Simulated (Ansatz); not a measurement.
**C2H4BClO: basis-set convergence**

An exercise on one series of results from a longer session: the logs are not shown, and one member is left open.

Program: Ansatz 0.2.0, Gaussian basis. Level of theory: one geometry, several basis sets. These are calculated values, not measurements.

Levels to be run: PBE0-D4/def2-SVP; ωB97M-V/def2-SVP; PBE0-D4/def2-QZVPP; ωB97M-V/def2-QZVPP; the functionals' def2-TZVPP values are taken from earlier runs.

**The relaxed structure**

All runs share one geometry, relaxed beforehand with PBE0-D4 in a triple-zeta def2 set.

SMILES `O=CCBCl`, 9 atoms, charge 0, spin multiplicity 1.

Atoms are counted from 1 here; the program's logs count them from 0.

Bond lengths: O1–C2 1.199 Å, C2–C3 1.498 Å, C2–H6 1.112 Å, C3–B4 1.560 Å, C3–H7 1.104 Å, C3–H8 1.091 Å, B4–Cl5 1.740 Å, B4–H9 1.193 Å. Angles: O1–C2–C3 124.3°, O1–C2–H6 120.7°, C3–C2–H6 115.0°, C2–C3–B4 112.8°, C2–C3–H7 106.9°, C2–C3–H8 111.2°, B4–C3–H7 102.7°, B4–C3–H8 114.1°, H7–C3–H8 108.5°, C3–B4–Cl5 120.7°, C3–B4–H9 122.4°, Cl5–B4–H9 116.9°.

Set-up of the first run:

File in.yaml:

```yaml
crystal:
  periodic: [false, false, false]
  atoms:
    - {symbol: O, position_ang: [-2.295929, 0.112016, 0.356354]}
    - {symbol: C, position_ang: [-1.251602, -0.460197, 0.218725]}
    - {symbol: C, position_ang: [0.085622, 0.139131, 0.529831]}
    - {symbol: B, position_ang: [1.012246, 0.230213, -0.722008]}
    - {symbol: Cl, position_ang: [2.168182, 1.521325, -0.878435]}
    - {symbol: H, position_ang: [-1.220175, -1.497976, -0.178323]}
    - {symbol: H, position_ang: [0.618068, -0.582862, 1.174019]}
    - {symbol: H, position_ang: [-0.020492, 1.077405, 1.075354]}
    - {symbol: H, position_ang: [0.992581, -0.585355, -1.592418]}
basis:
  gaussian: {orbitals: def2-SVP}
hamiltonian: {xc: pbe0, dispersion: d4}
output: {orbitals: {seedname: orbitals}}
```

Command:

```console
$ ansatz run in.yaml --threads 2 --pin off --events-out ev --progress --plain --max-ram 4352MiB
```

Steps of the session up to this table: PBE0-D4 in def2-SVP; ωB97M-V in def2-SVP; PBE0-D4 in def2-QZVPP; ωB97M-V in def2-QZVPP.

One of the session's tables, all rows but one given; the rest of the session is left out.

It belongs to the step «Density functionals: the series». 

| functional | basis | HOMO (eV) | LUMO (eV) |
| --- | --- | --- | --- |
| PBE0-D4 | def2-SVP | ? | ? |
| PBE0-D4 | def2-TZVPP | -7.64 | -1.73 |
| PBE0-D4 | def2-QZVPP | -7.68 | -1.78 |
| ωB97M-V | def2-SVP | -9.82 | 0.56 |
| ωB97M-V | def2-TZVPP | -10.02 | 0.31 |
| ωB97M-V | def2-QZVPP | -10.06 | 0.23 |

Q: Estimate the row for PBE0-D4, def2-SVP from the others.

**Answer.** HOMO (eV): -7.47; LUMO (eV): -1.56. In the column «HOMO (eV)» it is the highest.
